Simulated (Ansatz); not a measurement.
# One shape, several levels: doublet [InH3]+

Wanted: a comparison of 6 runs (U-r2SCAN/STO-3G, UCAM-B3LYP/STO-3G, UPBE/STO-3G, USVWN5/STO-3G, UCCSDT(Q)/STO-3G, UCCSD/STO-3G) of doublet [InH3]+. 

The calculation is run with Ansatz 0.2.0.

27 further runs of the same task are left out: 1 that didn't finish, 26 set aside as unsound or not needed.

## 1. The structure to begin with

[InH3]+: 4 atoms, total charge +1, spin state doublet. As SMILES of the parent species, `[H][In]([H])[H]`. The shape comes from GFN2-xTB, which is rough for such elements, and wasn't checked as a minimum. That shape belongs to the parent species and isn't relaxed for this state.

Bond lengths: In1–H2 1.719 Å, In1–H3 1.719 Å, In1–H4 1.718 Å. Angles: H2–In1–H3 120.0°, H2–In1–H4 120.1°, H3–In1–H4 119.9°.

## 2. A single-point energy at U-r2SCAN/STO-3G (run 1)

The input, molecule.yaml:

```yaml
crystal:
  periodic: [false, false, false]
  atoms:
    - symbol: In
      position_ang: [0.000640, -0.000740, -0.000540]
    - symbol: H
      position_ang: [1.718930, -0.027790, 0.013510]
    - symbol: H
      position_ang: [-0.834510, 1.501400, -0.017780]
    - symbol: H
      position_ang: [-0.885060, -1.472880, 0.004810]
basis:
  gaussian:
    orbitals: STO-3G
total_charge: 1
magnetization:
  spin_polarized: true
  initial_magnetization: 1
hamiltonian:
  xc: {name: r2SCAN}
accuracy: high
```

The run is started by

```bash
$ ansatz run molecule.yaml --threads 1 --pin off --max-ram 2610MiB --events-out events.jsonl --progress --plain --runs-dir runs
```

Standard output:

```text
Warning: RAYON_NUM_THREADS=1 ignored (pool sized by the plan → 1); use --threads N
Functional definition: r2SCAN
  name "r2SCAN"
  parameter k0 = 0.174
  parameter k1 = 0.065
  parameter a1 = 4.9479
  exchange = r2scan_x(k0 = k0, k1 = k1, a1 = a1)
  correlation = r2scan_c
523 factors; integrals over basis functions are off by at most 4.0e-9 eV
mean field evaluation 1: about -154729.9748 eV, gradient 2.8e1 eV
mean field evaluation 2: about -154733.2278 eV, gradient 1.9e1 eV
mean field evaluation 4: about -154736.6793 eV, gradient 7.7e0 eV
mean field evaluation 8: about -154737.3211 eV, gradient 3.9e0 eV
mean field evaluation 16: about -154737.5213 eV, gradient 1.2e-5 eV
mean field evaluation 32: about -154737.5239 eV, gradient 4.4e-5 eV
mean field -154737.52863790 eV, -5686.4992925789 hartree, gradient 4.8e-8 eV, S^2 0.756511; 6 other end points of the search recorded, 0 dependent functions left out
reference -154737.52863877 eV, -5686.4992926107 hartree; 26, 25 occupied and 4, 5 virtual orbitals, 523 factors
Total energy: -154737.52863877 eV, -5686.4992926107 hartree
```

Run time: 7.2 s. Hardware: 1 thread of AMD EPYC 9R45 (Zen 5), shared host; peak memory 0.23 GiB.

## 3. The energy at UCAM-B3LYP/STO-3G (run 2)

The input, job.yaml:

```yaml
crystal:
  periodic: [false, false, false]
  atoms:
    - symbol: In
      position_ang: [0.000640, -0.000740, -0.000540]
    - symbol: H
      position_ang: [1.718930, -0.027790, 0.013510]
    - symbol: H
      position_ang: [-0.834510, 1.501400, -0.017780]
    - symbol: H
      position_ang: [-0.885060, -1.472880, 0.004810]
basis:
  gaussian: {orbitals: STO-3G}
total_charge: 1
magnetization: {spin_polarized: true, initial_magnetization: 1}
hamiltonian: {xc: {name: CAM-B3LYP}}
accuracy: high
```

The run is started by

```bash
$ ansatz run job.yaml --threads 1 --pin off --max-ram 2610MiB --events-out events.jsonl --progress --plain --runs-dir runs
```

Standard output (excerpt; [...] marks lines left out):

```text
Warning: RAYON_NUM_THREADS=1 ignored (pool sized by the plan → 1); use --threads N
Functional definition: CAM-B3LYP
  name "CAM-B3LYP"
[...]
523 factors; integrals over basis functions are off by at most 4.0e-9 eV
117 factors; integrals over basis functions are off by at most 7.1e-10 eV
[...]
mean field -154737.10301254 eV, -5686.4836511353 hartree, gradient 2.8e-8 eV, S^2 0.760295; 2 other end points of the search recorded, 0 dependent functions left out
reference -154737.10302490 eV, -5686.4836515894 hartree; 26, 25 occupied and 4, 5 virtual orbitals, 523 factors
Total energy: -154737.10302490 eV, -5686.4836515894 hartree
```

Wall time 4.2 s (1 thread of AMD EPYC 9R45 (Zen 5), shared host); peak memory 0.17 GiB.

Runs 3 to 4 aren't shown in full; the table further down has their settings and results.

## 4. A single-point energy at UCCSDT(Q)/STO-3G (run 5)

The input, molecule.yaml:

```yaml
basis:
  gaussian: {orbitals: STO-3G}
crystal:
  periodic: [false, false, false]
  atoms:
    - {symbol: In, position_ang: [0.000640, -0.000740, -0.000540]}
    - {symbol: H, position_ang: [1.718930, -0.027790, 0.013510]}
    - {symbol: H, position_ang: [-0.834510, 1.501400, -0.017780]}
    - {symbol: H, position_ang: [-0.885060, -1.472880, 0.004810]}
total_charge: 1
scf: {omitted_lower_state_checks: [cluster_reference, increment]}
correlation: {method: ccsdt_q, frozen_orbitals: {H: 0, In: 18}}
magnetization: {spin_polarized: true, initial_magnetization: 1}
accuracy: high
```

The run is started by

```bash
$ ansatz run molecule.yaml --threads 1 --pin off --max-ram 2610MiB --events-out events.jsonl --progress --plain --runs-dir runs
```

Standard output:

```text
Warning: RAYON_NUM_THREADS=1 ignored (pool sized by the plan → 1); use --threads N
[... 14 lines left out ...]
18 core orbitals not correlated: weight in the atoms' cores, before any rotation towards them, 1.000 or more for the frozen orbitals, at most 0.000 for the correlated occupied ones
[... 39 lines left out ...]
Total energy: -154678.91193832 eV, -5684.3451686012 hartree
Checks for a lower state left out: cluster_reference, increment
```

Wall time 1.2 s (1 thread of AMD EPYC 9R45 (Zen 5), shared host); peak memory 0.13 GiB.

## 5. The energy at UCCSD/STO-3G (run 6)

The input, job.yaml:

```yaml
basis:
  gaussian:
    orbitals: STO-3G
crystal:
  periodic: [false, false, false]
  atoms:
    - {symbol: In, position_ang: [0.000640, -0.000740, -0.000540]}
    - {symbol: H, position_ang: [1.718930, -0.027790, 0.013510]}
    - {symbol: H, position_ang: [-0.834510, 1.501400, -0.017780]}
    - {symbol: H, position_ang: [-0.885060, -1.472880, 0.004810]}
total_charge: 1
magnetization:
  spin_polarized: true
  initial_magnetization: 1
correlation:
  method: ccsd
  frozen_orbitals: {H: 0, In: 18}
accuracy: high
scf:
  omitted_lower_state_checks: [cluster_reference, increment]
```

The run is started by

```bash
$ ansatz run job.yaml --threads 1 --pin off --max-ram 2610MiB --events-out events.jsonl --progress --plain --runs-dir runs
```

Standard output (excerpt; [...] marks lines left out):

```text
Warning: RAYON_NUM_THREADS=1 ignored (pool sized by the plan → 1); use --threads N
Functional definition: HF
  name "HF"
[...]
523 factors; integrals over basis functions are off by at most 4.0e-9 eV
[...]
mean field -154677.43042151 eV, -5684.2907238626 hartree, gradient 3.0e-8 eV, S^2 0.837339; 4 other end points of the search recorded, 0 dependent functions left out
18 core orbitals not correlated: weight in the atoms' cores, before any rotation towards them, 1.000 or more for the frozen orbitals, at most 0.000 for the correlated occupied ones
reference -154677.43042151 eV, -5684.2907238626 hartree; 8, 7 occupied and 4, 5 virtual orbitals, 523 factors
second order -0.80835987 eV of doubles, -0.00000000 eV of singles
cycle   1  -1.11743359 eV  change   -3.1e-1 eV  update   6.3e-2
[...]
cycle  26  -1.44428881 eV  change  -5.7e-10 eV  update   1.4e-9
Total energy: -154678.87471032 eV, -5684.3438004975 hartree
Checks for a lower state left out: cluster_reference, increment
```

It took 0.68 s on 1 thread of AMD EPYC 9R45 (Zen 5), shared host.

## 6. Overview of the runs

```
run              level  frozen core orbitals   energy (Eh)   ⟨S²⟩  wall time
  1    U-r2SCAN/STO-3G                     –  -5686.499293  0.757      7.2 s
  2  UCAM-B3LYP/STO-3G                     –  -5686.483652  0.760      4.2 s
  3        UPBE/STO-3G                     –  -5685.714616  0.753      2.5 s
  4      USVWN5/STO-3G                     –  -5680.664607  0.752      1.3 s
  5   UCCSDT(Q)/STO-3G                    18  -5684.345169  0.837      1.2 s
  6       UCCSD/STO-3G                    18  -5684.343800  0.837     0.68 s
```

## 7. Results

```
                                           quantity           value
                                run 6: total energy  -5684.34380 Eh
run 6: correlation energy (18 core orbitals frozen)       -53.1 mEh
           run 6: ⟨S²⟩ of the reference determinant           0.837
                               run 6: T1 diagnostic           0.019
```

In words: Totals of different functionals can't be ranked against each other. In runs 1, 2, 3, 4, 5, 6 the basis is minimal, so the values are rough. In runs 1, 2, 3, 4, 5, 6 relativity is left out where basis or elements ask for it. All runs together took 17 s, the longest 7.2 s.
